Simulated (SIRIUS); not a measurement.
# Si3C: equation of state with PBE

Crystal: Si3C.

```
Si C
1.0
     3.15321    0.00000    0.00000
    -1.57661    2.73076    0.00000
     0.00000    0.00000    4.44264
Si C
3 1
Direct
  0.50000 0.00000 0.50000
  0.00000 0.50000 0.50000
  0.50000 0.50000 0.50000
  0.00000 0.00000 0.50000
```

The cell was built by a generator and needn't be a form met in nature.

- Program: SIRIUS 7.10.0
- Task: equation of state
- Functional: PBE
- Potentials or basis: PseudoDojo 0.4.1 PBE standard (scalar relativistic)
- Cutoff: 1127 eV
- Density cutoff: 4507 eV
- k mesh: 10 × 10 × 6
- Occupations: fermi-dirac, width 0.05 eV
- Spin: no spin polarisation
- Libxc names: ["XC_GGA_X_PBE", "XC_GGA_C_PBE"]
- Radial cutoff for the potentials' integrals: 6.5 bohr

```json
{
  "Equilibrium volume": "outside the volumes run"
}
```

Energy against volume, from the lowest point:
```csv
volume (Å³/atom),energy (meV/atom)
8.990,3419.00
9.181,2769.56
9.372,2155.10
9.564,1572.90
9.755,1020.76
9.946,497.06
10.137,0.00
```

All runs of the series together: 8 min on 1 thread of Arm Neoverse V2, with other jobs on the host.

Caveat: this functional lacks dispersion, which binds the layers, so the pressure and a relaxed spacing across them are unreliable.
